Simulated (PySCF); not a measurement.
# Cl4H6P2Zr (cis-Zr(PH3)2Cl4): the cost of one run

Computed with PySCF 2.14.0 and routines of our own; the level stands in each step. Atoms count from 0.

### 1 The system as given

13 atoms, charge 0, multiplicity 1; geometry from: GFN2-xTB.

### 2 Optimising the geometry at PBE0-D3(BJ)/def2-SVP

The job: settings as JSON, then the geometry in Å.

```
{"job": {"xc": "PBE0", "basis": "def2-SVP", "d3": "d3bj", "grid": 1, "maxiter": 30, "shake": 0.03, "kind": "geom"}, "charge": 0, "multiplicity": 1}
Zr    -0.794490    -0.074220    -0.850410
P     -0.995630    -0.095440     1.895770
H     -2.198150     0.578150     2.255110
H     -0.063930     0.698730     2.707470
H     -1.141520    -1.108630     2.822920
Cl    -0.685990     0.353490    -3.127820
P      1.936610     0.076700    -0.976080
H      2.754090    -0.652460    -0.140570
H      2.856890     1.100870    -1.080910
H      2.301590    -0.621630    -2.078410
Cl    -3.139760    -0.345370    -0.654550
Cl    -0.644530     2.193890    -0.055170
Cl    -0.154550    -2.156180    -0.695160
```

Started as:

```console
OMP_NUM_THREADS=1 python heavy_run.py task.json out
```

One launch serves the whole session: the jobs run in the order shown.

**Question.** How long does this first job take on 1 thread of Arm Neoverse V1, shared host, and how much memory does it need?

About 9.5 min, with a peak of 0.78 GiB.
